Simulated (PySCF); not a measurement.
# How the numerical set-up moves the result for Pt (triplet)

The method stays; parts of the set-up, such as the basis or the Hamiltonian, are changed.

The runs use PySCF 2.14.0; method and basis as typed in the scripts.

7 further runs of the same task are left out: 1 for a known fault of the program, 6 that didn't finish.

### 1 The atom

Pt (triplet): 1 atom, charge 0, spin multiplicity 3.

### 2 The run that the others are compared with

File input.py:

```python
from pyscf import gto, scf, mp

mol = gto.M(
    atom='Pt 0 0 0',
    basis='def2-qzvp',
    ecp={'Pt': 'def2-qzvp'},
    charge=0,
    spin=2,
    verbose=3,
)
mf = scf.UHF(mol)
mf.level_shift = 0.3
mf = mf.newton()
mf.kernel()
mp.MP2(mf).kernel()
mf.dip_moment()
print('orbital energies (hartree):', [e[max(0, n-3):n+3].round(4) for e, n in zip(mf.mo_energy, mol.nelec)])
```

Started as:

```
> OMP_NUM_THREADS=1 python input.py
```

The log of this run is left out.

Base result: E(SCF) = -118.399790 Eh, E(MP2) − E(SCF) = -0.57380 Eh, ⟨S²⟩ = 2.002.

No search for the lowest state was made; open d or f shells can end in a higher solution. The triplet is typed in the script; nothing here shows that it is the ground state.

### 3 X2c-svpall (core potential off, X2C on)

Variant 1 changes basis set: def2-qzvp → x2c-svpall; core potential: on → off; spin-free X2C: off → on. The core potential changes with it: totals don't compare.

File input.py:

```python
from pyscf import gto, scf, mp

mol = gto.M(
    atom='Pt 0 0 0',
    basis='x2c-svpall',
    charge=0,
    spin=2,
    verbose=3,
)
mf = scf.UHF(mol)
mf = mf.sfx2c1e()
mf.level_shift = 0.3
mf = mf.newton()
mf.kernel()
mp.MP2(mf).kernel()
mf.dip_moment()
print('orbital energies (hartree):', [e[max(0, n-3):n+3].round(4) for e, n in zip(mf.mo_energy, mol.nelec)])
```

Started as:

```
> OMP_NUM_THREADS=1 python input.py
```

### 4 Sbkjc

Variant 2 changes basis set: def2-qzvp → sbkjc. The core potential changes with it: totals don't compare.

input.py, as its differences from that of step 2:

```diff
@@ -4,4 +4,4 @@
     atom='Pt 0 0 0',
-    basis='def2-qzvp',
-    ecp={'Pt': 'def2-qzvp'},
+    basis='sbkjc',
+    ecp={'Pt': 'sbkjc'},
     charge=0,
```

**Question.** What will these runs give? Wanted: for each run, E(SCF); from base; gap, α spin; after the SCF.

The runs gave:

```tsv
run	E(SCF) (hartree)	from base (eV)	gap, α spin (eV)	functions	after the SCF
base	-118.399790	0	n/a	72	MP2 correlation -15.614 eV
x2c-svpall (core potential off, X2C on)	-18412.050962	not comparable	10.05	66	MP2 correlation -9.717 eV
sbkjc	-118.834891	not comparable	n/a	31	MP2 correlation -3.142 eV
```

What this shows: Total energies from different bases, Hamiltonians or methods carry different errors, so properties are taken as differences within one set-up.
